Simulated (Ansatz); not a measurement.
I need vertical and adiabatic energies of changing the electron count of FH₂SeSi, SMILES F[SiH][SeH]. Use the Python package of Ansatz (0.2.0). Settings (for the species named): r2SCAN, def2-SVP basis, multiplicity 2.

```csv
atom,x (Å),y (Å),z (Å)
F,-0.6291,-1.5474,1.3965
Si,-0.6757,-0.2264,0.2848
Se,1.3781,0.7035,0.1933
H,-0.9622,-0.7114,-1.0524
H,0.9388,1.7080,-0.8636
```

Script `adiabatic_fh2sesi.py`:
```python
# -*- coding: utf-8 -*-
"""How FH2SeSi relaxes after losing an electron."""

import itertools

import ansatz as az
from ase.data import atomic_numbers, covalent_radii
import numpy as np

BASIS = "def2-SVP"
XC = "r2scan"
NET_CHARGE = 1

molecule = (
    az.Crystal.molecule()
    .atom("F", [-0.6291, -1.5474, 1.3965])
    .atom("Si", [-0.6757, -0.2264, 0.2848])
    .atom("Se", [1.3781, 0.7035, 0.1933])
    .atom("H", [-0.9622, -0.7114, -1.0524])
    .atom("H", [0.9388, 1.708, -0.8636])
)

calculation = molecule.calculation().basis(gaussian=BASIS).functional(XC).spin("collinear", total=1)
symbols = [site.symbol for site in molecule.cartesian_sites]
start = np.array([site.position_ang for site in molecule.cartesian_sites], dtype=float)
r = calculation.relax(force_tolerance=0.01, max_steps=100).run(threads=1).report
end = np.array(r["positions_ang"])

minimum = az.Crystal.molecule()
for symbol, place in zip(symbols, end):
    minimum = minimum.atom(symbol, place.tolist())
ion = (
    minimum.calculation()
    .basis(gaussian=BASIS)  # the orbital basis, by name
    .functional(XC)
    .charge(NET_CHARGE)  # electrons removed from the neutral system
)
vertical = ion.run(threads=1).report
settled = ion.relax(force_tolerance=0.01, max_steps=80).run(threads=1).report
print(f"vertical ionisation energy   {vertical['free_energy_ev'] - r['free_energy_ev']:.3f} eV")
print(f"adiabatic, no zero point     {settled['free_energy_ev'] - r['free_energy_ev']:.3f} eV")
print(f"relaxation energy of the ion {vertical['free_energy_ev'] - settled['free_energy_ev']:.3f} eV")
ionised = np.array(settled["positions_ang"])
# pairs closer than 1.2 times the sum of covalent radii, before or after
radius = [covalent_radii[atomic_numbers[s]] for s in symbols]
span = lambda where, i, j: np.linalg.norm(where[i] - where[j])
bonded = [(i, j) for i, j in itertools.combinations(range(len(symbols)), 2) if min(span(end, i, j), span(ionised, i, j)) < 1.2 * (radius[i] + radius[j])]
print("pair        before    after (A)")
for i, j in bonded:
    print(f"{symbols[i]}{i}-{symbols[j]}{j}".ljust(10), f"{span(end, i, j):8.4f} {span(ionised, i, j):8.4f}")
for first, second in list(itertools.combinations(bonded, 2)):
    shared = set(first) & set(second)
    if shared and symbols[(j := shared.pop())] != "H":
        i, k = sorted((set(first) | set(second)) - {j})
        u, v = ionised[i] - ionised[j], ionised[k] - ionised[j]
        angle = np.degrees(np.arccos(np.clip(u @ v / np.linalg.norm(u) / np.linalg.norm(v), -1, 1)))
        print(f"final angle {symbols[i]}{i}-{symbols[j]}{j}-{symbols[k]}{k}: {angle:.2f} deg")
```

Running `python adiabatic_fh2sesi.py` prints:
```text
vertical ionisation energy   8.446 eV
adiabatic, no zero point     7.494 eV
relaxation energy of the ion 0.952 eV
pair        before    after (A)
F0-Si1       1.6307   1.5803
Si1-Se2      2.2885   2.1645
Si1-H3       1.5058   1.4733
Se2-H4       1.4729   1.4818
final angle F0-Si1-Se2: 116.66 deg
final angle F0-Si1-H3: 115.02 deg
final angle Se2-Si1-H3: 128.32 deg
final angle Si1-Se2-H4: 88.96 deg
```

Notes:
- The energies are electronic: no zero-point or thermal terms, and the basis set is short of its limit. The product may relax into another structure. Each relaxation finds its nearest minimum, which needn't be the lowest.
- The run takes the species as open-shell (spin multiplicity 2), which needn't be its ground state.
- Only the spin states typed were run; another state of an ion can lie lower, by up to an eV or two.
- Hardware and time: 110 s on 1 thread of Arm Neoverse V2, with other jobs on the host, peak memory 0.26 GiB.
